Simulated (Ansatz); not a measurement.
Predict the output of the script below (Ansatz's Python interface).

Script `al3cu.py`:
```python
# -*- coding: utf-8 -*-
"""Forces and pressure of Al3Cu against finite differences of the energy with displaced atoms."""

import warnings

import ansatz as az
import numpy as np

vectors0 = np.array([
    [2.82977, -0.01726, -0.00835],
    [-0.01726, 2.81143, -0.03921],
    [-0.02257, -0.10603, 7.47787],
])
sites = [
    ("Al", [0.97289, 0.00306, 0.49566]),
    ("Al", [0.4538, 0.48123, 0.21036]),
    ("Al", [0.48526, 0.46624, 0.78288]),
    ("Cu", [0.99962, 0.97216, 0.99885]),
]


def on_lattice(cell):
    crystal = az.Crystal(lattice=az.Lattice.of(cell))
    for symbol, position in sites:
        crystal = crystal.atom(symbol, position)
    return crystal

warnings.simplefilter("ignore", az.DeckWarning)

def solve(crystal):
    return (
        crystal.calculation()
        .functional("lda")
        .occupations(az.OccupationsMethod.FERMI_DIRAC, width=0.1)
        .basis(540, xc_grid=2)
        .kpoints(6, 6, 2)
        .scf(tolerance=1e-09)
        .forces()
        .stress()
        .run(threads=1)
    ).report


centre = solve(on_lattice(vectors0))
start = on_lattice(vectors0)
# move one atom both ways along a Cartesian axis
print(f"force on atom 1 along x: analytic {centre['forces_ev_ang'][1][0]:.4f} eV/A")
for h in (0.004, 0.016):
    shift = np.eye(3)[0] * h @ np.linalg.inv(vectors0)
    plus, minus = (solve(start.move(1, to=np.array(sites[1][1]) + sign * shift))["lagrangian_ev"] for sign in (1, -1))
    print(f"  step {h} A: numerical {-(plus - minus) / (2 * h):.4f} eV/A")
# P = -dF/dV; the difference feels the change of the plane-wave count with the cell
volume = abs(np.linalg.det(vectors0))
larger, smaller = (solve(on_lattice(vectors0 * (1 + sign * 0.005) ** (1 / 3)))["lagrangian_ev"] for sign in (1, -1))
numerical = -(larger - smaller) / (0.01 * volume) * 160.21766
print(f"pressure: analytic {np.trace(centre['stress_gpa']) / 3:.3f}, numerical {numerical:.3f} GPa")
```

```console
$ python al3cu.py
force on atom 1 along x: analytic 0.3425 eV/A
  step 0.004 A: numerical 0.3425 eV/A
  step 0.016 A: numerical 0.3425 eV/A
pressure: analytic -3.382, numerical -3.379 GPa
```

Caveats:
- The mesh is modest for a metal, so energies can be off by several to tens of meV an atom and pressures by half a GPa or more; differences at equal mesh fare better.
- The program warned that this SCF threshold is loose for forces or stresses.
- Pressure is positive in compression.
- The cell is a database structure, distorted on purpose.
- The central difference errs as the square of the step, so the shorter step is the fairer test; what remains comes from the finite grid and the SCF threshold.
- The script silences the warnings on its input, which a real study should read.
- Finished in 41 s on 1 thread of Arm Neoverse V2, on a shared host, peak memory 0.44 GiB.
